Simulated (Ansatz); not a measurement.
# Ag5P3H3O12: the cost of one run

Program: Ansatz 0.2.0. Level of theory: DFT PBE+D3(BJ), plane waves, PAW, scalar-relativistic, no spin polarisation. These are calculated values, not measurements.

### Step 1. Starting point

The cell holds 23 atoms (Ag5H3O12P3): a = 6.190 Å, b = 6.190 Å, c = 9.015 Å, α = 90.00°, β = 90.00°, γ = 120.00°.

Its coordinates follow in the input file.

### Step 2. Run 1

60 steps of 0.75 fs under a Langevin thermostat at 1200 K.

input.yaml reads:

```yaml
accuracy: low
crystal:
  lattice:
    - [6.19, 0.0, 0.0]
    - [-3.095, 5.360697, 0.0]
    - [0.0, 0.0, 9.015]
  atoms:
    - { symbol: Ag, position: [0.9182, 0.0818, 0.3333333] }
    - { symbol: Ag, position: [0.9182, 0.8364, 0.6666667] }
    - { symbol: Ag, position: [0.1636, 0.0818, 0.0] }
    - { symbol: Ag, position: [0.2051, 0.4102, 0.6666667] }
    - { symbol: Ag, position: [0.5898, 0.7949, 0.0] }
    - { symbol: H, position: [0.62, 0.24, 0.1666667] }
    - { symbol: H, position: [0.76, 0.38, 0.5] }
    - { symbol: H, position: [0.62, 0.38, 0.8333333] }
    - { symbol: P, position: [0.5087, 0.4913, 0.3333333] }
    - { symbol: P, position: [0.5087, 0.0174, 0.6666667] }
    - { symbol: P, position: [0.9826, 0.4913, 0.0] }
    - { symbol: O, position: [0.2667, 0.4123, 0.4147] }
    - { symbol: O, position: [0.5877, 0.8544, 0.7480333] }
    - { symbol: O, position: [0.1456, 0.7333, 0.0813667] }
    - { symbol: O, position: [0.5877, 0.7333, 0.2519667] }
    - { symbol: O, position: [0.1456, 0.4123, 0.9186333] }
    - { symbol: O, position: [0.2667, 0.8544, 0.5853] }
    - { symbol: O, position: [0.4609, 0.275, 0.2247] }
    - { symbol: O, position: [0.725, 0.1859, 0.5580333] }
    - { symbol: O, position: [0.8141, 0.5391, 0.8913667] }
    - { symbol: O, position: [0.725, 0.5391, 0.4419667] }
    - { symbol: O, position: [0.8141, 0.275, 0.1086333] }
    - { symbol: O, position: [0.4609, 0.1859, 0.7753] }
basis:
  ecutwfc: 420.0
kpoints:
  mp_grid: { grid: [2, 2, 1] }
hamiltonian:
  xc: pbe
  dispersion: d3bj
scf:
  occupations: { method: fermi_dirac, width: 0.05 }
  lower_state_search: "off"
md:
  timestep: 0.75
  n_steps: 60
  ensemble: nvt_langevin
  temperature: 1200.0
  initial_velocities: maxwell_boltzmann
  seed: 408031
  friction: 0.05
```

On the command line:

```console
ansatz run input.yaml --threads 1 --pin off --max-ram 3072MiB --backend cpu --events-out ev --progress --plain --runs-dir out
```

Q: Estimate wall time and peak memory on 1 thread of Arm Neoverse N1, shared host.

About 15 min, with a peak of 0.71 GiB.
